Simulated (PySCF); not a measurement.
# C₅H₁₁AlSi: electronic excitations

What electronic excitations should C₅H₁₁AlSi (`C=[CH][Al]1[CH2]C[SiH2][CH2]1`) show?

Computed with PySCF 2.14.0, with density-fitted response routines of our own, on a single molecule in the gas phase. Atoms count from 0, in the outputs and in this text.

### 1 The molecule as given

18 atoms, charge 0, multiplicity 1; geometry from: GFN2-xTB.

Bonds of the start (Å): C0–C1 1.33, C1–Al2 1.98, Al2–C3 2.01, C3–C4 1.54, C4–Si5 1.91, Si5–C6 1.91, C6–Al2 2.00, C0–H7 1.08, C0–H8 1.08, C1–H9 1.09, C3–H10 1.10, C3–H11 1.10, C4–H12 1.09, C4–H13 1.09, Si5–H14 1.47, Si5–H15 1.47, C6–H16 1.09, C6–H17 1.09.

### 2 Ultraviolet spectrum: wB97X-D/def2-SVPD

The job: settings as JSON, then the geometry in Å.

```
{"job": {"kind": "uv", "xc": "wB97X-D", "basis": "def2-SVPD", "nstates": 8, "ntriplets": 3}, "charge": 0, "multiplicity": 1}
C      2.483539    -1.316790     2.017900
C      2.525563    -0.643724     0.866441
Al     0.787662    -0.092316     0.096995
C     -0.988568    -0.401245     0.994449
C     -1.942282     0.603967     0.315985
Si    -1.556433     0.735490    -1.550735
C      0.351444     0.848628    -1.614859
H      3.359909    -1.675608     2.544418
H      1.535337    -1.540497     2.492687
H      3.509887    -0.449491     0.435427
H     -1.051795    -0.299861     2.085333
H     -1.357263    -1.417434     0.784047
H     -2.986141     0.336827     0.494233
H     -1.796621     1.589334     0.766503
H     -2.024054    -0.483306    -2.235494
H     -2.253298     1.894074    -2.133523
H      0.736343     0.418678    -2.542140
H      0.658013     1.899592    -1.623603
```

Level: TDDFT wB97X-D/def2-SVPD, vertical, gas phase, core orbitals frozen in the response.

Launch:

```
OMP_NUM_THREADS=1 python probes_run.py task.json out
```

This one command runs all jobs of the session in turn.

Predict these results of the whole session: lowest singlet (wB97X-D/def2-SVPD); brightest single state of those computed; lowest triplet; surface potential, 1st and 99th percentile.

The runs gave:

| quantity | value |
| --- | --- |
| lowest singlet (wB97X-D/def2-SVPD) | 4.95 eV (250 nm), f = 0.000 |
| brightest single state of those computed | state 3, 6.38 eV, f = 0.243 |
| lowest triplet | 4.27 eV |
| surface potential, 1st and 99th percentile | -0.50 V and 2.62 V |

In words: The lowest singlet, at 4.95 eV, is HOMO→LUMO 0.81, HOMO−1→LUMO 0.10 and is dark; of the 8 states computed, the strongest absorption comes from state 3 at 6.38 eV. The lowest triplet lies 0.69 eV below the lowest singlet (triplets in Tamm-Dancoff, singlets in full TDDFT).
